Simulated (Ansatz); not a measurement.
# AlAs+ (doublet): the correlation ladder, 6-31G

How much of the correlation energy of AlAs+ (doublet) does each wave-function method recover here?

The runs use Ansatz 0.2.0, Gaussian basis; 6-31G, core rule «outside noble gas», up to 19 orbitals frozen.

The runs, in order: UHF; CCSD(T) on ROHF; CCSD(T) on UHF; BCCD(T) on ROHF; CISD; CCSDT(Q) on ROHF; CCSDT(Q) on UHF; CISDTQ; CASSCF and MRCISD+Q, 7 electrons in 8 orbitals; CASSCF and NEVPT2, 7 electrons in 8 orbitals; Full CI.

12 further runs of the same task are left out: 4 that didn't finish, 8 set aside as unsound or not needed.

**1. The system**

The geometry is a PBE0/def2-TZVP stationary point (not a proven minimum) of the parent state, kept for this charge and spin. No spin-orbit coupling is included. The filled d shell of As may be among the frozen orbitals whatever the setting's name suggests; the logs give the count.

2 atoms, charge 1, spin multiplicity 2.

Atoms are counted from 1 here; the program's logs count them from 0.

Bond lengths: Al1–As2 2.162 Å.

**2. UHF**

The input, in.yaml:

```yaml
crystal:
  periodic: [false, false, false]
  atoms:
    - {symbol: Al, position_ang: [0.000000, 0.000000, 0.000000]}
    - {symbol: As, position_ang: [0.000000, 0.000000, 2.162000]}
basis:
  gaussian: {orbitals: 6-31G}
total_charge: 1
magnetization: {spin_polarized: true, initial_magnetization: 1}
hamiltonian: {xc: hf}
output: {orbitals: {seedname: orbitals}}
```

On the command line:

```sh
ansatz run in.yaml --threads 1 --pin off --events-out ev --progress --plain --max-ram 2393MiB
```

Further steps of the session: CCSD(T) on ROHF; CCSD(T) on UHF; BCCD(T) on ROHF; CISD; CCSDT(Q) on ROHF; CCSDT(Q) on UHF; CISDTQ; CASSCF and MRCISD+Q, 7 electrons in 8 orbitals; CASSCF and NEVPT2, 7 electrons in 8 orbitals; Full CI.

**Question.** What will the summary of the whole plan be? Wanted: FCI below the RHF energy; RMP2 from FCI; UMP2 from FCI; RCCSD from FCI; RCCSD(T) from FCI; UCCSD(T) from FCI; RCCSDT(Q) from FCI; UCCSDT(Q) from FCI; NEVPT2 valence from FCI.

The runs gave:

```
                         quantity                                                                  value
         FCI below the RHF energy                                                             -2.8793 eV
                    RMP2 from FCI                                                        +17.67 kcal/mol
                    UMP2 from FCI                                                         +9.43 kcal/mol
                   RCCSD from FCI                                                         +3.93 kcal/mol
                RCCSD(T) from FCI                                                         +0.92 kcal/mol
                UCCSD(T) from FCI                                                         -7.04 kcal/mol
               RCCSDT(Q) from FCI                                                         +0.03 kcal/mol
               UCCSDT(Q) from FCI                                                         +4.19 kcal/mol
          NEVPT2 valence from FCI                                                         +3.03 kcal/mol
        MRCISD+Q valence from FCI                                                         +0.08 kcal/mol
levels within 1 kcal/mol (43 meV)  RCCSD(T), RCCSDT, CISDTQ, RCCSDT(Q), MRCISD valence, MRCISD+Q valence
                    T1 diagnostic                                                                  0.053
   effectively unpaired electrons                                                                   1.28
```

RCCSD(T) misses by +0.92 kcal/mol, 1.4 % of the correlation energy. CCSD(T) misses by +0.92 kcal/mol on the restricted determinant and by -7.04 kcal/mol on the unrestricted one; the two need not hold the same state or core. UCCSD, UCCSD(T) fall below full CI: unrestricted runs freeze a spin-polarised core, another one than full CI's, and coupled cluster isn't variational. The occupations show some static correlation. Of the multireference levels listed MRCISD+Q valence comes nearest in total energy (+0.08 kcal/mol), which doesn't show that its space is the better one. These misses are within one basis, not against nature; the frozen cores of restricted and unrestricted runs differ, which can shift their rows.
